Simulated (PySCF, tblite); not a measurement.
**C₇H₇FN radical: geometry, infrared bands and EPR parameters**

Wanted: the infrared bands and EPR parameters of C₇H₇FN radical (`Cc1[c]cc(N)cc1F`), by calculation.

The runs use tblite 0.8.0 and PySCF 2.14.0, with density-fitted response routines of our own; the level of theory stands in each step. All values are computed, except where a source is named. Atoms count from 0, in the outputs and in this text.

## Step 1: The starting structure

16 atoms, charge 0, multiplicity 2; geometry from: force field or distance geometry start.

Bonds of the start (Å): C0–C1 1.51, C1–C2 1.40, C2–C3 1.41, C3–C4 1.38, C4–N5 1.39, C4–C6 1.41, C6–C7 1.40, C7–F8 1.34, C7–C1 1.38, C0–H9 1.09, C0–H10 1.09, C0–H11 1.09, C3–H12 1.10, N5–H13 1.01, N5–H14 1.01, C6–H15 1.07.

## Step 2: Geometry optimisation with GFN2-xTB

Job settings and geometry (Å):

```
{"job": {"kind": "relax", "xc": "GFN2-xTB", "basis": "xTB"}, "charge": 0, "multiplicity": 2}
C      2.734100    -0.446400     0.168100
C      1.237000    -0.268100     0.109300
C      0.427200    -0.980600     0.998100
C     -0.967700    -0.789100     0.960400
C     -1.557800     0.089300     0.073500
N     -2.930100     0.288700     0.062200
C     -0.730000     0.819900    -0.795600
C      0.656700     0.636300    -0.756400
F      1.422800     1.342700    -1.596000
H      2.995200    -1.358700     0.711000
H      3.182900     0.406600     0.677300
H      3.134800    -0.525100    -0.840300
H     -1.582300    -1.358900     1.678600
H     -3.522700    -0.279700     0.642700
H     -3.360000     0.896400    -0.624400
H     -1.147700     1.535700    -1.479800
```

Run with:

```sh
OMP_NUM_THREADS=1 python probes_run.py task.json out
```

One launch serves the whole session: the jobs run in the order shown.

Log:

```text
step      E/eV     max force
  0    -710.18082    3.127
  1    -710.34434    1.139
  2    -710.37843    0.509
  3    -710.39161    0.276
  4    -710.39590    0.168
  5    -710.39774    0.112
  6    -710.39893    0.114
  7    -710.40048    0.123
  8    -710.40178    0.114
  9    -710.40297    0.124
 10    -710.40460    0.147
 11    -710.40723    0.199
 12    -710.41022    0.233
 13    -710.41356    0.163
 14    -710.41528    0.083
 15    -710.41620    0.081
 16    -710.41713    0.087
 17    -710.41787    0.065
 18    -710.41831    0.044
 19    -710.41858    0.055
 20    -710.41884    0.049
 21    -710.41914    0.042
 22    -710.41947    0.039
 23    -710.41960    0.030
 24    -710.41976    0.031
 25    -710.41988    0.029
 26    -710.42000    0.026
 27    -710.42010    0.024
 28    -710.42018    0.024
 29    -710.42024    0.023
 30    -710.42029    0.016
 31    -710.42033    0.016
 32    -710.42036    0.017
 33    -710.42039    0.016
 34    -710.42042    0.012
 35    -710.42044    0.010
 36    -710.42045    0.010
 37    -710.42047    0.010
 38    -710.42049    0.011
 39    -710.42051    0.012
 40    -710.42053    0.012
 41    -710.42054    0.012
 42    -710.42057    0.016
 43    -710.42060    0.020
 44    -710.42065    0.020
 45    -710.42069    0.013
 46    -710.42072    0.010
```

It took 0.27 s on 1 thread of Arm Neoverse V1, shared host.

Step by step: (not every step is listed)

| step | energy from step 0 (eV) | largest force (eV/Å) |
| --- | --- | --- |
| 0 | 0.0000 | 3.1268 |
| 1 | -0.1635 | 1.1394 |
| 2 | -0.1976 | 0.5094 |
| 3 | -0.2108 | 0.2757 |
| 4 | -0.2151 | 0.1675 |
| 5 | -0.2169 | 0.1121 |
| 6 | -0.2181 | 0.1142 |
| 7 | -0.2197 | 0.1225 |
| 8 | -0.2210 | 0.1145 |
| 11 | -0.2264 | 0.1987 |
| 14 | -0.2345 | 0.0832 |
| 17 | -0.2370 | 0.0650 |
| 20 | -0.2380 | 0.0486 |
| 23 | -0.2388 | 0.0296 |
| 26 | -0.2392 | 0.0258 |
| 29 | -0.2394 | 0.0225 |
| 32 | -0.2395 | 0.0166 |
| 35 | -0.2396 | 0.0105 |
| 38 | -0.2397 | 0.0114 |
| 41 | -0.2397 | 0.0120 |
| 42 | -0.2397 | 0.0158 |
| 43 | -0.2398 | 0.0201 |
| 44 | -0.2398 | 0.0198 |
| 45 | -0.2399 | 0.0135 |
| 46 | -0.2399 | 0.0097 |

Close pairs (by a distance rule), those that changed most:

| bond | before (Å) | after (Å) | change (Å) |
| --- | --- | --- | --- |
| C2–C3 | 1.408 | 1.357 | -0.051 |
| C1–C2 | 1.398 | 1.368 | -0.029 |
| C3–C4 | 1.381 | 1.406 | +0.025 |
| C3–H12 | 1.104 | 1.080 | -0.024 |
| C6–C7 | 1.399 | 1.380 | -0.020 |
| C1–C7 | 1.380 | 1.398 | +0.018 |
| C7–F8 | 1.338 | 1.355 | +0.017 |
| C0–C1 | 1.509 | 1.498 | -0.011 |

The end geometry stands in the next job.

## Step 3: Harmonic vibrations with GFN2-xTB

Job settings and geometry (Å):

```
{"job": {"kind": "ir", "xc": "GFN2-xTB", "basis": "xTB"}, "charge": 0, "multiplicity": 2}
C      2.737543    -0.455610     0.159769
C      1.251144    -0.274316     0.143027
C      0.370468    -0.930474     0.959435
C     -0.979202    -0.788350     0.990470
C     -1.565406     0.132141     0.104175
N     -2.921411     0.376230     0.139547
C     -0.729210     0.833181    -0.763377
C      0.634281     0.624037    -0.732854
F      1.410511     1.320324    -1.598290
H      2.999326    -1.362908     0.696678
H      3.213831     0.392862     0.651824
H      3.125150    -0.511379    -0.855833
H     -1.601160    -1.355255     1.666579
H     -3.492745    -0.328603     0.576255
H     -3.324411     0.790945    -0.685100
H     -1.136308     1.546118    -1.463716
```

Log:

```text
mode    cm-1     km/mol
  1      -4.2      0.28
  2     115.7      3.38
  3     211.5      0.96
  4     243.9      5.19
  5     296.4      4.00
  6     301.7      2.93
  7     335.8     10.69
  8     410.1      2.43
  9     440.6      1.46
 10     477.2      5.69
 11     514.4    175.79
 12     530.6      7.38
 13     552.3    195.94
 14     610.4     24.96
 15     702.6      6.79
 16     788.6     11.09
 17     794.2     36.58
 18     830.7      6.18
 19     968.4      5.72
 20    1003.8     12.94
 21    1032.8      3.26
 22    1034.2      6.89
 23    1091.7    136.72
 24    1177.7     11.35
 25    1193.8     43.71
 26    1292.2     35.95
 27    1345.1     36.04
 28    1398.5      1.69
 29    1411.3      9.44
 30    1470.4      9.13
 31    1475.9     27.39
 32    1480.3      3.30
 33    1514.4     81.56
 34    1517.4    236.82
 35    1632.2    130.04
 36    2998.8     25.43
 37    3028.7     19.32
 38    3053.2     19.92
 39    3074.1     24.58
 40    3098.5     15.24
 41    3458.7      4.73
 42    3512.5      1.72
```

Wall time 0.49 s (1 thread of Arm Neoverse V1, shared host).

The strongest bands and the atoms that carry them (share of the mass-weighted mode):

| cm⁻¹ | km/mol | atoms |
| --- | --- | --- |
| 514 | 175.8 | H13 27 %, C4 22 %, C7 15 %, H14 12 % |
| 552 | 195.9 | H14 21 %, C7 17 %, N5 16 %, H13 16 % |
| 794 | 36.6 | H12 47 %, H15 18 %, C3 15 % |
| 1092 | 136.7 | C7 32 %, F8 14 %, H9 11 % |
| 1194 | 43.7 | H15 32 %, H12 23 %, C1 16 % |
| 1514 | 81.6 | C4 29 %, C7 23 %, C1 16 %, C6 10 % |
| 1517 | 236.8 | C4 26 %, H13 16 %, N5 12 % |
| 1632 | 130.0 | C2 32 %, C6 19 %, C3 14 %, C1 13 % |

## Step 4: EPR parameters: B3LYP/pcH-1

Same as in step 3 but for these lines:

```diff
@@ -1,2 +1,2 @@
-{"job": {"kind": "ir", "xc": "GFN2-xTB", "basis": "xTB"}, "charge": 0, "multiplicity": 2}
+{"job": {"kind": "epr", "basis": "pcH-1"}, "charge": 0, "multiplicity": 2}
 C      2.737543    -0.455610     0.159769
```

Method: UKS B3LYP, pcH-1 on C F H N, non-relativistic, mean-field spin-orbit, GIAO.

Log:

```text
UKS, coarse grid
  cycle   1  E = -425.41726925  |g| = 4.46e-01
  cycle   2  E = -425.38199813  |g| = 5.68e-01
  cycle   3  E = -425.49778877  |g| = 8.11e-02
  cycle   4  E = -425.50008020  |g| = 4.28e-02
  cycle   5  E = -425.50096022  |g| = 1.39e-02
  cycle   6  E = -425.50106052  |g| = 4.52e-03
  cycle   7  E = -425.50107819  |g| = 2.40e-03
  cycle   8  E = -425.50108347  |g| = 1.22e-03
  cycle   9  E = -425.50108613  |g| = 6.39e-04
UKS, final grid
  cycle   1  E = -425.50107896  |g| = 9.72e-04
  cycle   2  E = -425.50107790  |g| = 1.80e-03
  cycle   3  E = -425.50107969  |g| = 1.75e-04
  cycle   4  E = -425.50107975  |g| = 1.56e-04
  cycle   5  E = -425.50107981  |g| = 6.44e-05
  cycle   6  E = -425.50107982  |g| = 1.17e-05
E = -425.50107982 Eh   <S^2> = 0.7568 (exact 0.7500)
g shifts (ppm)      1          2          3
  rmc          -172       -172       -172
  gc             31         19          5
  oz_so        -499         13        699
  total        -639       -140        533
hyperfine (MHz)  atom isotope    a_iso     a_fc   dipolar eigenvalues
    0   13C      29.39      29.39     -3.14     -2.80      5.93
    1   13C      17.66      17.66    -13.30     -1.58     14.87
    2   13C     396.89     396.89    -79.02    -62.59    141.60
    3   13C      17.94      17.94    -13.26     -1.69     14.94
    4   13C      69.95      69.95     -5.53     -1.93      7.46
    5   14N       2.59       2.59     -0.64     -0.14      0.77
    6   13C      -6.34      -6.34     -6.01      2.10      3.91
    7   13C      76.81      76.81     -4.72     -0.57      5.30
    8   19F      48.17      48.17    -30.68    -15.44     46.12
    9    1H      -2.62      -2.62     -5.31     -2.85      8.16
   10    1H      -5.20      -5.20     -2.63     -2.22      4.85
   11    1H      -2.64      -2.64     -2.35     -1.96      4.31
   12    1H      60.89      60.89     -6.72     -5.63     12.35
   13    1H       0.11       0.11     -1.75     -0.76      2.52
   14    1H       4.50       4.50     -1.38     -0.85      2.23
   15    1H       1.30       1.30     -1.53      0.29      1.25
```

It took 86 s on 1 thread of Arm Neoverse V1, shared host; peak memory 0.98 GiB.

Principal g values 2.00168, 2.00218, 2.00285; g(iso) = 2.00224, against 2.00232 for a free electron.

Mean a(iso) over the nuclei that a row names, and the largest dipolar term of the row (other rows stand at the frozen geometry):

| nuclei | isotope | a(iso) (MHz) | a(iso) (G, at g = 2.0023) | largest dipolar term (MHz) |
| --- | --- | --- | --- | --- |
| C2 | 13C | 396.9 | 141.6 | 141.6 |
| C7 | 13C | 76.8 | 27.4 | 5.3 |
| C4 | 13C | 69.9 | 25.0 | 7.5 |
| H12 | 1H | 60.9 | 21.7 | 12.3 |
| F8 | 19F | 48.2 | 17.2 | 46.1 |
| C0 | 13C | 29.4 | 10.5 | 5.9 |
| C3 | 13C | 17.9 | 6.4 | 14.9 |
| C1 | 13C | 17.7 | 6.3 | 14.9 |
| C6 | 13C | -6.3 | -2.3 | -6.0 |
| H9, H10, H11 | 1H | -3.5 | -1.2 | 8.2 |
| N5 | 14N | 2.6 | 0.9 | 0.8 |
| H13, H14 | 1H | 2.3 | 0.8 | 2.5 |
| H15 | 1H | 1.3 | 0.5 | -1.5 |

Mulliken spin populations:

C0 0.02; C1 -0.09; C2 1.02; C3 -0.07; C4 0.06; N5 0.01; C6 -0.03; C7 0.06; F8 0.01; H9 0.00; H10 0.00; H11 0.00; H12 0.02; H13 0.00; H14 0.00; H15 0.00

In first order the couplings over 0.8 MHz of 1H, 19F, 14N give 276 distinct lines over 46.6 G, if the averaged nuclei exchange fast.

Orbitals, density, ELF and potential are computed afterwards from the orbital file.

ELF in a plane through or near 14 of the atoms.

Values, 10 rows by 14 columns:
```
0.00 0.00 0.00 0.00 0.00 0.00 0.00 0.00 0.00 0.00 0.00 0.00 0.00 0.00
0.00 0.00 0.00 0.00 0.00 0.00 0.02 0.00 0.03 0.04 0.00 0.00 0.00 0.00
0.00 0.00 0.00 0.14 0.01 0.52 0.79 0.05 0.94 0.99 0.12 0.00 0.00 0.00
0.00 0.00 0.39 0.99 0.53 0.42 0.64 0.81 0.65 0.82 0.03 0.75 0.02 0.00
0.00 0.00 0.10 0.75 0.57 0.47 0.86 0.58 0.85 0.45 0.74 0.97 0.13 0.00
0.00 0.00 0.10 0.71 0.54 0.54 0.82 0.27 0.86 0.53 0.37 0.54 0.02 0.00
0.00 0.00 0.04 0.31 0.03 0.39 0.09 0.80 0.36 0.14 0.64 0.94 0.06 0.00
0.00 0.00 0.00 0.00 0.45 0.60 0.77 0.06 1.00 0.97 0.00 0.02 0.00 0.00
0.00 0.00 0.00 0.00 0.02 0.21 0.25 0.00 0.48 0.17 0.00 0.00 0.00 0.00
0.00 0.00 0.00 0.00 0.00 0.00 0.00 0.00 0.00 0.00 0.00 0.00 0.00 0.00
```
The map spans 12.1 Å across and 9.6 Å up, centred on the molecule. Atoms in the plane (x, y in Å): C0 (-2.8, 0.3), C1 (-1.3, 0.2), C2 (-0.4, 1.3), C3 (0.9, 1.3), C4 (1.6, 0.1), N5 (2.9, 0.0), C6 (0.8, -1.1), C7 (-0.6, -1.0), F8 (-1.3, -2.1), H9 (-3.1, 1.3), H12 (1.5, 2.2), H13 (3.5, 0.8), H14 (3.4, -0.9), H15 (1.2, -2.1).

log10 of the density (e/Å³) in the same plane.

Ten even steps from ' ' (-4.0) to '@' (1.5):
```
                                                        
                                                        
                    ..........::::::::..                
              ......::------------==--::..              
        ..::::::::----========++++**++==--..            
      ..::--====----==++****++**####**==--::::..        
    ..::--==++**++==++**############**++======--::      
    ..::==++**##**++**##@@@@##@@@@##**++++**++==::..    
    ..--==++########################****####**++--..    
    ..--==++##@@%%##%%@@##**++**##@@####%%##**++--..    
    ..--==++**####**######****##########%%##**==--..    
    ..::--++******++**##%%##########****####**==--..    
      ..----====++++**##%%####@@%%**++++++**++==::..    
      ..::::--==++##%%%%##****######++========--..      
          ....--++##@@@@##++++**##**++==--::::..        
              --==**####**++==++++++==--::..            
              ..--====++==--::------::..                
                ..::----::............                  
                                                        
                                                        
```
The map spans 12.1 Å across and 9.6 Å up, centred on the molecule. Atoms in the plane (x, y in Å): C0 (-2.8, 0.3), C1 (-1.3, 0.2), C2 (-0.4, 1.3), C3 (0.9, 1.3), C4 (1.6, 0.1), N5 (2.9, 0.0), C6 (0.8, -1.1), C7 (-0.6, -1.0), F8 (-1.3, -2.1), H9 (-3.1, 1.3), H12 (1.5, 2.2), H13 (3.5, 0.8), H14 (3.4, -0.9), H15 (1.2, -2.1).

On the surface of density 0.002 e/bohr³ the electrostatic potential runs, from the 1st to the 99th percentile, from -0.94 V near N5 to 2.03 V near H13.

The spin density lies nearest to C2 73 %.

## Step 5: Results

```
                                 quantity                  value
strongest single infrared mode (GFN2-xTB)  1517 cm⁻¹, 237 km/mol
             zero-point energy (GFN2-xTB)          74.9 kcal/mol
                           g(iso) (B3LYP)                2.00224
                                     ⟨S²⟩     0.757 (exact 0.75)
       largest a(iso) (averaged by class)   13C on C2, 396.9 MHz
    surface potential, 1st and 99th percentile     -0.94 V and 2.03 V
```

In words: Over 46 steps the energy fell by 0.240 eV; of the close pairs, C2–C3 changed most, 1.408 to 1.357 Å. The lowest mode is slightly imaginary (4i cm⁻¹), a soft motion within the noise of the Hessian, so the minimum is not strictly shown. Unscaled tight-binding wavenumbers are off by several per cent, some by more. Its intensities can rank the bands wrongly. C2 carries the largest spin population, 1.02 e. The isotropic g lies 0.1 ppt below the free-electron value.
